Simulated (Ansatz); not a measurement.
Here is an Ansatz 0.2.0 calculation.

Contents of input.yaml:

```yaml
crystal:
  lattice:
    - [6.85877, 0.0, 0.0]
    - [0.0, 4.22865, 0.0]
    - [-3.39101, 0.0, 7.27459]
  atoms:
    - { symbol: H, position: [0.22549, 0.75, 0.5073] }
    - { symbol: H, position: [0.77451, 0.25, 0.4927] }
    - { symbol: Pb, position: [0.30229, 0.25, 0.28494] }
    - { symbol: Pb, position: [0.69771, 0.75, 0.71506] }
    - { symbol: "N", position: [0.21484, 0.75, 0.83567] }
    - { symbol: "N", position: [0.78516, 0.25, 0.16433] }
    - { symbol: O, position: [0.33078, 0.75, 0.45338] }
    - { symbol: O, position: [0.40909, 0.75, 0.86901] }
    - { symbol: O, position: [0.15508, 0.75, 0.96537] }
    - { symbol: O, position: [0.07083, 0.75, 0.66955] }
    - { symbol: O, position: [0.66922, 0.25, 0.54661] }
    - { symbol: O, position: [0.59091, 0.25, 0.13099] }
    - { symbol: O, position: [0.84492, 0.25, 0.03463] }
    - { symbol: O, position: [0.92917, 0.25, 0.33045] }
hamiltonian:
  xc: blyp
  pseudopotentials: { kind: paw }
kpoints:
  mp_grid: { grid: [3, 5, 3] }
scf:
  occupations: { method: fermi_dirac, width: 0.05 }
output:
  forces: true
  stress: true
  eigenvalues: true
relax:
  f_tol: 0.01
  max_steps: 40
  cell: { stress_tol: 0.05 }
```

Potentials or basis: Ansatz PAW.

The run is started by

```console
$ ansatz run input.yaml --threads 8 --pin off --max-ram 20480MiB --backend cpu --events-out ev --progress --plain --runs-dir out
```

Problem. Predict the band gap on the k mesh.

Solution. 3.18 eV, indirect (least direct gap 3.27 eV).

Problem. What does it give for the relaxed volume?

Solution. 15.75 Å³/atom.

Problem. Predict the space group after relaxing (to 0.05 Å).

Solution. P2_1/m (No. 11).

Final structure:
```cif
data_structure
_symmetry_space_group_name_H-M 'P 1'
_symmetry_Int_Tables_number 1
_cell_length_a 6.9198
_cell_length_b 4.3178
_cell_length_c 8.1305
_cell_angle_alpha 90.000
_cell_angle_beta 114.838
_cell_angle_gamma 90.000
_cell_volume 220.46
loop_
_atom_site_label
_atom_site_type_symbol
_atom_site_fract_x
_atom_site_fract_y
_atom_site_fract_z
_atom_site_occupancy
H1 H 0.22592 0.75000 0.50258 1
H2 H 0.77408 0.25000 0.49742 1
Pb1 Pb 0.30412 0.25000 0.28532 1
Pb2 Pb 0.69588 0.75000 0.71468 1
N1 N 0.21535 0.75000 0.83746 1
N2 N 0.78465 0.25000 0.16254 1
O1 O 0.33147 0.75000 0.45098 1
O2 O 0.40851 0.75000 0.86974 1
O3 O 0.15641 0.75000 0.96662 1
O4 O 0.07182 0.75000 0.67312 1
O5 O 0.66853 0.25000 0.54902 1
O6 O 0.59149 0.25000 0.13026 1
O7 O 0.84359 0.25000 0.03338 1
O8 O 0.92818 0.25000 0.32688 1
```

Caveat: odd divisions of the mesh miss points on the zone boundary, where band edges often lie, so the gap on the mesh can be too wide; the plane-wave basis is chosen anew once the cell has moved, so the energies of steps on either side of that aren't comparable; the pressure holds a Pulay correction of +0.7 GPa for the finite cutoff; spin-orbit coupling is left out, which as a rule narrows the gap of such compounds by several tenths of an eV; the PAW data sets come from PBE, with cores solved anew for the run's functional, which leaves a small shift of forces and pressure. A k mesh can miss the band edges.
